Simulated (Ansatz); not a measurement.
Geometry optimisation, DFT r2SCAN-D3(BJ), scalar-relativistic, plane waves, PAW (Ansatz 0.2.0).

The input (input.yaml):

```yaml
crystal:
  lattice:
    - [6.233853, 0.0, 0.0]
    - [3.116927, 5.398675, 0.0]
    - [0.0, 0.0, 18.3624]
  atoms:
    - { symbol: Mg, position: [0.0, 0.0, 0.0544591] }
    - { symbol: O, position: [0.3333333, 0.8333333, 0.1237572] }
    - { symbol: Mg, position: [0.0, 0.5, 0.0544591] }
    - { symbol: O, position: [0.3333333, 0.3333333, 0.1237572] }
    - { symbol: Mg, position: [0.5, 0.0, 0.0544591] }
    - { symbol: O, position: [0.8333333, 0.8333333, 0.1237572] }
    - { symbol: Mg, position: [0.5, 0.5, 0.0544591] }
    - { symbol: O, position: [0.8333333, 0.3333333, 0.1237572] }
    - { symbol: Mg, position: [0.6666667, 0.6666667, 0.1930554] }
    - { symbol: O, position: [0.0, 0.5, 0.2623535] }
    - { symbol: Mg, position: [0.6666667, 0.1666667, 0.1930554] }
    - { symbol: O, position: [0.0, 1.0, 0.2623535] }
    - { symbol: Mg, position: [0.1666667, 0.6666667, 0.1930554] }
    - { symbol: O, position: [0.5, 0.5, 0.2623535] }
    - { symbol: Mg, position: [0.1666667, 0.1666667, 0.1930554] }
    - { symbol: O, position: [0.5, 1.0, 0.2623535] }
    - { symbol: Mg, position: [0.3333333, 0.3333333, 0.3316516] }
    - { symbol: O, position: [0.6666667, 0.1666667, 0.4009498] }
    - { symbol: Mg, position: [0.3333333, 0.8333333, 0.3316516] }
    - { symbol: O, position: [0.6666667, 0.6666667, 0.4009498] }
    - { symbol: Mg, position: [0.8333333, 0.3333333, 0.3316516] }
    - { symbol: O, position: [0.1666667, 0.1666667, 0.4009498] }
    - { symbol: Mg, position: [0.8333333, 0.8333333, 0.3316516] }
    - { symbol: O, position: [0.1666667, 0.6666667, 0.4009498] }
    - { symbol: "N", position: [0.6750533, 0.6634834, 0.5082342] }
    - { symbol: F, position: [0.9288164, 0.5376425, 0.5194256] }
    - { symbol: F, position: [0.5471311, 0.9172409, 0.5194256] }
    - { symbol: F, position: [0.5492123, 0.5355668, 0.5194256] }
basis:
  ecutwfc: 500.0
kpoints:
  mp_grid: { grid: [2, 2, 1] }
hamiltonian:
  xc: r2scan
  dispersion: d3bj
  pseudopotentials: { kind: paw, azcp: { folder: soft_1 } }
scf:
  occupations: { method: fermi_dirac, width: 0.02 }
  lower_state_search: "off"
relax:
  f_tol: 0.03
  max_steps: 60
  adjacent_minimum: "off"
  constraints: [{ sites: [0, 1, 2, 3, 4, 5, 6, 7] }]
output:
  write_density: true
  write_potential: true
  elf: true
  volumetric_format: npy
```

Launched with:

```bash
$ ansatz run input.yaml --threads 4 --pin off --max-ram 10240MiB --backend cpu --events-out ev --progress --plain --runs-dir out
```

Question: Where does it end, and by what steps?

Answer: The forces met the threshold. Limits of this set-up: coarse k mesh, thin slab, slab without dipole correction, a typed lattice constant that wasn't relaxed here. After 9 steps the energy has fallen by 7.069 eV; N25 moved furthest, 0.84 Å. Joined: O20–N25 (1.97 → 1.20 Å).

```json
{"step": "0", "energy less start (eV)": "0.0000", "largest force component (eV/Å)": "7.013", "accepted": "yes"}
{"step": "1", "energy less start (eV)": "-2.3466", "largest force component (eV/Å)": "2.706", "accepted": "yes"}
{"step": "2", "energy less start (eV)": "-3.9690", "largest force component (eV/Å)": "2.392", "accepted": "yes"}
{"step": "3", "energy less start (eV)": "-6.0855", "largest force component (eV/Å)": "4.464", "accepted": "yes"}
{"step": "4", "energy less start (eV)": "-6.5958", "largest force component (eV/Å)": "5.601", "accepted": "yes"}
{"step": "5", "energy less start (eV)": "-6.9340", "largest force component (eV/Å)": "0.784", "accepted": "yes"}
{"step": "6", "energy less start (eV)": "-7.0356", "largest force component (eV/Å)": "0.449", "accepted": "yes"}
{"step": "7", "energy less start (eV)": "-7.0635", "largest force component (eV/Å)": "0.100", "accepted": "yes"}
{"step": "8", "energy less start (eV)": "-7.0673", "largest force component (eV/Å)": "0.084", "accepted": "yes"}
{"step": "9", "energy less start (eV)": "-7.0691", "largest force component (eV/Å)": "0.025", "accepted": "yes"}
```

```xyz
28
Lattice="6.2339 0.0000 0.0000 3.1169 5.3987 0.0000 0.0000 0.0000 18.3624" Properties=species:S:1:pos:R:3
Mg 0.000 0.000 1.000
O 4.675 4.499 2.272
Mg 1.558 2.699 1.000
O 3.117 1.800 2.272
Mg 3.117 0.000 1.000
O 7.792 4.499 2.272
Mg 4.675 2.699 1.000
O 6.234 1.800 2.272
Mg 6.234 3.599 3.552
O 1.491 2.738 4.627
Mg 4.645 0.917 3.605
O 3.117 5.399 4.519
Mg 3.117 3.564 3.605
O 4.743 2.738 4.627
Mg 1.589 0.917 3.605
O 6.234 5.321 4.627
Mg 3.117 1.800 6.425
O 4.729 0.869 6.801
Mg 4.564 4.564 5.898
O 6.234 3.599 7.295
Mg 6.233 1.670 5.898
O 1.505 0.869 6.801
Mg 7.905 4.563 5.898
O 3.117 3.661 6.801
N 6.234 3.599 8.493
F 7.324 2.976 9.094
F 6.229 4.854 9.095
F 5.150 2.967 9.095
```

Whether the end is a true minimum wasn't checked by a vibrational analysis.

The run took 7.3 min on 4 threads of Arm Neoverse V2, on a shared host, peak memory 3 GiB.
